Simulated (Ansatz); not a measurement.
# C₄H₉BClN: how energies converge with the basis set

The task here is to estimate one member of a computed series from the others.

The runs use Ansatz 0.2.0, Gaussian basis; one geometry, several basis sets.

Levels to be run: PBE0-D4/def2-SVP; ωB97M-V/def2-SVP; PBE0-D4/def2-QZVPP; ωB97M-V/def2-QZVPP; the functionals' def2-TZVPP values are taken from earlier runs.

### The geometry

The geometry comes from an earlier relaxation with PBE0-D4 in a triple-zeta def2 set; it is a stationary point, not always the lowest conformer.

SMILES `CC#[N+][B-](C)(C)Cl`, 16 atoms, charge 0, spin multiplicity 1.

Atoms are counted from 1 here; the program's logs count them from 0.

Bond lengths: C1–C2 1.441 Å, C1–H8 1.091 Å, C1–H9 1.091 Å, C1–H10 1.092 Å, C2–N3 1.140 Å, N3–B4 1.591 Å, B4–C5 1.601 Å, B4–C6 1.601 Å, B4–Cl7 1.883 Å, C5–H11 1.096 Å, C5–H12 1.093 Å, C5–H13 1.094 Å, C6–H14 1.093 Å, C6–H15 1.094 Å, C6–H16 1.096 Å. Angles: C2–C1–H8 109.8°, C2–C1–H9 109.8°, C2–C1–H10 109.3°, H8–C1–H9 109.4°, H8–C1–H10 109.3°, H9–C1–H10 109.3°, C1–C2–N3 179.0°, C2–N3–B4 178.5°, N3–B4–C5 106.8°, N3–B4–C6 106.8°, N3–B4–Cl7 101.8°, C5–B4–C6 116.6°, C5–B4–Cl7 111.7°, C6–B4–Cl7 111.7°, B4–C5–H11 112.0°, B4–C5–H12 108.8°, B4–C5–H13 113.0°, H11–C5–H12 107.2° and more.

Set-up of the first run:

The input, in.yaml:

```yaml
crystal:
  periodic: [false, false, false]
  atoms:
    - {symbol: C, position_ang: [2.181459, 0.525380, 2.164062]}
    - {symbol: C, position_ang: [1.200033, 0.375019, 1.119418]}
    - {symbol: N, position_ang: [0.429391, 0.274307, 0.284729]}
    - {symbol: B, position_ang: [-0.633529, 0.169422, -0.894784]}
    - {symbol: C, position_ang: [-0.240151, -1.118705, -1.759571]}
    - {symbol: C, position_ang: [-2.081899, 0.160064, -0.213613]}
    - {symbol: Cl, position_ang: [-0.318056, 1.766591, -1.840063]}
    - {symbol: H, position_ang: [2.888576, -0.304874, 2.130229]}
    - {symbol: H, position_ang: [1.687589, 0.540359, 3.136866]}
    - {symbol: H, position_ang: [2.720522, 1.463452, 2.019537]}
    - {symbol: H, position_ang: [-0.337714, -2.045501, -1.183080]}
    - {symbol: H, position_ang: [-0.921748, -1.193825, -2.611190]}
    - {symbol: H, position_ang: [0.775822, -1.070005, -2.161075]}
    - {symbol: H, position_ang: [-2.841632, 0.139165, -0.999645]}
    - {symbol: H, position_ang: [-2.272490, 1.046506, 0.397672]}
    - {symbol: H, position_ang: [-2.236183, -0.727334, 0.410506]}
basis:
  gaussian: {orbitals: def2-SVP}
hamiltonian: {xc: pbe0, dispersion: d4}
output: {orbitals: {seedname: orbitals}}
```

On the command line:

```console
$ ansatz run in.yaml --threads 4 --pin off --events-out ev --progress --plain --max-ram 11315MiB
```

Steps of the session up to this table: PBE0-D4 in def2-SVP; ωB97M-V in def2-SVP; PBE0-D4 in def2-QZVPP; ωB97M-V in def2-QZVPP.

One of the session's tables, all rows but one given; the rest of the session is left out.

It belongs to the step «Density functionals: the series». 

| functional | basis | HOMO (eV) |
| --- | --- | --- |
| PBE0-D4 | def2-SVP | -6.72 |
| PBE0-D4 | def2-TZVPP | -6.98 |
| PBE0-D4 | def2-QZVPP | -7.02 |
| ωB97M-V | def2-SVP | -8.94 |
| ωB97M-V | def2-TZVPP | ? |
| ωB97M-V | def2-QZVPP | -9.27 |

Q: Estimate the row for ωB97M-V, def2-TZVPP from the others.

The run gave: HOMO (eV): -9.23. In the column «HOMO (eV)» it lies between ωB97M-V, def2-QZVPP (-9.27) and ωB97M-V, def2-SVP (-8.94).
